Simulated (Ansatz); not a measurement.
# GaNH₄: vertical ionisation energy

One table from this session's results is given with a row withheld; the runs are named, their logs left out.

Method: unrestricted cation, the program's frozen cores in correlated methods; program: Ansatz 0.2.0, Gaussian basis.

Plan: UKS PBE-D4/def2-TZVPP; UKS r2SCAN-D4/def2-TZVPP; UKS PBE0-D4/def2-TZVPP; UKS B3LYP-D4/def2-TZVPP; UKS wB97X-V/def2-TZVPP; UKS wB97M-V/def2-TZVPP; UKS B2PLYP/def2-TZVPP; UHF-CCSD(T)/def2-TZVPP; UHF-MP2/def2-QZVPP; extrapolation to the limit; then −ε(HOMO) from the neutral's earlier runs with LDA (SPW92), PBE-D4, revPBE-D4, BLYP-D4, r2SCAN-D4, B97M-V, PBE0-D4, B3LYP-D4, r2SCANh-D4, r2SCAN0-D4, HSE06-D4, BHLYP-D4, CAM-B3LYP-D4, LC-ωPBE, ωB97X-V, ωB97M-V.

## The geometry

All runs share one geometry, relaxed beforehand with PBE0-D4 in a triple-zeta def2 set.

6 atoms, charge 0, spin multiplicity 1.

Atoms are counted from 1 here; the program's logs count them from 0.

Bond lengths: N1–Ga2 1.813 Å, N1–H3 1.006 Å, N1–H4 1.006 Å, Ga2–H5 1.561 Å, Ga2–H6 1.561 Å. Angles: Ga2–N1–H3 124.1°, Ga2–N1–H4 124.0°, H3–N1–H4 111.9°, N1–Ga2–H5 116.7°, N1–Ga2–H6 116.7°, H5–Ga2–H6 126.5°.

The first run:

in.yaml reads:

```yaml
crystal:
  periodic: [false, false, false]
  atoms:
    - {symbol: N, position_ang: [-0.010240, -0.951954, 0.045618]}
    - {symbol: Ga, position_ang: [0.009271, 0.859054, -0.041197]}
    - {symbol: H, position_ang: [0.262887, -1.554999, -0.711390]}
    - {symbol: H, position_ang: [-0.295626, -1.473687, 0.856590]}
    - {symbol: H, position_ang: [0.483545, 1.492902, -1.386834]}
    - {symbol: H, position_ang: [-0.449838, 1.628685, 1.237213]}
basis:
  gaussian: {orbitals: def2-TZVPP}
total_charge: 1
magnetization: {spin_polarized: true, initial_magnetization: 1}
hamiltonian: {xc: pbe, dispersion: d4}
```

Run with:

```console
$ ansatz run in.yaml --threads 4 --pin off --events-out ev --progress --plain --max-ram 10444MiB
```

Among the steps run: Cation, UKS PBE-D4/def2-TZVPP; Cation, UKS r2SCAN-D4/def2-TZVPP; Cation, UKS PBE0-D4/def2-TZVPP; Cation, UKS B3LYP-D4/def2-TZVPP; Cation, UKS wB97X-V/def2-TZVPP; Cation, UKS wB97M-V/def2-TZVPP; Cation, UKS B2PLYP (frozen core)/def2-TZVPP; Cation, UHF-CCSD(T)/def2-TZVPP; Cation, UHF-MP2/def2-QZVPP.

One of the session's tables, all rows but one given; the rest of the session is left out.

For comparison, −ε(HOMO) of the neutral from earlier runs:

| functional | −ε(HOMO) (eV) |
| --- | --- |
| LDA (SPW92) | 6.30 |
| PBE-D4 | 6.10 |
| revPBE-D4 | ? |
| BLYP-D4 | 5.98 |
| r2SCAN-D4 | 6.35 |
| B97M-V | 6.41 |
| PBE0-D4 | 7.40 |
| B3LYP-D4 | 7.18 |
| r2SCANh-D4 | 6.85 |
| r2SCAN0-D4 | 7.60 |
| HSE06-D4 | 7.00 |
| BHLYP-D4 | 8.65 |
| CAM-B3LYP-D4 | 8.85 |
| LC-ωPBE | 10.27 |
| ωB97X-V | 9.87 |
| ωB97M-V | 9.78 |

Q: Estimate the row for revPBE-D4 from the others.

As computed: −ε(HOMO) (eV): 6.02. In the column «−ε(HOMO) (eV)» it lies between BLYP-D4 (5.98) and PBE-D4 (6.10).
